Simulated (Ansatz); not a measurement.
# ClF3MoS: one species, many methods

The task here is to estimate one member of a computed series from the others.

Program: Ansatz 0.2.0, Gaussian basis. Level of theory: functionals in def2-TZVPP, the program's frozen cores in correlated methods. These are calculated values, not measurements.

Plan: LDA (SPW92), PBE-D4, revPBE-D4, BLYP-D4, r2SCAN-D4, B97M-V, PBE0-D4, B3LYP-D4, r2SCANh-D4, r2SCAN0-D4, HSE06-D4, BHLYP-D4, CAM-B3LYP-D4, LC-ωPBE, ωB97X-V, ωB97M-V, B2PLYP, PBE-QIDH; CCSD(T)/def2-SVP; CCSD(T)/def2-TZVPP; MP2/def2-QZVPP; extrapolation to the limit; RPA on PBE.

## The geometry

All runs share one geometry, relaxed beforehand with PBE0-D4 in a triple-zeta def2 set. Mo takes the def2 core potential; no spin-orbit term is included.

6 atoms, charge 0, spin multiplicity 1.

Atoms are counted from 1 here; the program's logs count them from 0.

Bond lengths: F1–Mo2 1.837 Å, Mo2–F3 1.840 Å, Mo2–F4 1.837 Å, Mo2–S5 2.060 Å, Mo2–Cl6 2.259 Å. Angles: F1–Mo2–F3 84.7°, F1–Mo2–F4 151.5°, F1–Mo2–S5 104.2°, F1–Mo2–Cl6 87.3°, F3–Mo2–F4 84.7°, F3–Mo2–S5 107.5°, F3–Mo2–Cl6 147.2°, F4–Mo2–S5 104.2°, F4–Mo2–Cl6 87.3°, S5–Mo2–Cl6 105.3°.

Set-up of the first run:

in.yaml reads:

```yaml
crystal:
  periodic: [false, false, false]
  atoms:
    - {symbol: F, position_ang: [-1.369335, 0.742577, -0.968270]}
    - {symbol: Mo, position_ang: [-0.014815, -0.063188, -0.024182]}
    - {symbol: F, position_ang: [-1.040069, -1.583177, -0.179142]}
    - {symbol: F, position_ang: [0.640798, -0.864263, 1.493625]}
    - {symbol: S, position_ang: [1.527497, -0.214175, -1.382034]}
    - {symbol: Cl, position_ang: [0.297925, 1.918327, 1.013802]}
basis:
  gaussian: {orbitals: def2-TZVPP}
hamiltonian: {xc: lda}
output: {orbitals: {seedname: orbitals}}
```

Started as:

```console
ansatz run in.yaml --threads 4 --pin off --events-out ev --progress --plain --max-ram 10444MiB
```

Among the steps run: LDA; PBE-D4 (GGA); revPBE-D4 (GGA); BLYP-D4 (GGA); r2SCAN-D4 (meta-GGA); B97M-V (meta-GGA); PBE0-D4 (hybrid); B3LYP-D4 (hybrid); r2SCANh-D4 (hybrid); r2SCAN0-D4 (hybrid); HSE06-D4 (hybrid); BHLYP-D4 (hybrid); CAM-B3LYP-D4 (range-separated); LC-ωPBE (range-separated); ωB97X-V (range-separated); ωB97M-V (range-separated); B2PLYP (double hybrid); PBE-QIDH (double hybrid).

One table of the session follows, with a row left open; its other results are not shown here.

It belongs to the step «Frontier levels by functional». 

| functional | HOMO (eV) | LUMO (eV) | gap (eV) |
| --- | --- | --- | --- |
| LDA (SPW92) | -8.20 | -5.55 | 2.65 |
| PBE-D4 | -8.02 | -5.32 | 2.70 |
| revPBE-D4 | -7.95 | -5.23 | 2.72 |
| BLYP-D4 | -7.86 | -5.21 | 2.65 |
| r2SCAN-D4 | -8.39 | -5.40 | 2.98 |
| B97M-V | -8.45 | -5.40 | 3.05 |
| PBE0-D4 | ? | ? | ? |
| B3LYP-D4 | -9.08 | -4.85 | 4.23 |
| r2SCANh-D4 | -8.87 | -5.13 | 3.74 |
| r2SCAN0-D4 | -9.59 | -4.69 | 4.89 |
| HSE06-D4 | -8.95 | -5.04 | 3.91 |
| BHLYP-D4 | -10.50 | -3.77 | 6.73 |
| CAM-B3LYP-D4 | -10.60 | -3.56 | 7.04 |
| LC-ωPBE | -11.90 | -2.42 | 9.48 |
| ωB97X-V | -11.56 | -2.48 | 9.08 |
| ωB97M-V | -11.41 | -2.45 | 8.96 |

**Question.** Estimate the row for PBE0-D4.

**Answer.** HOMO (eV): -9.34; LUMO (eV): -4.66; gap (eV): 4.68. In the column «HOMO (eV)» it lies between r2SCAN0-D4 (-9.59) and B3LYP-D4 (-9.08).
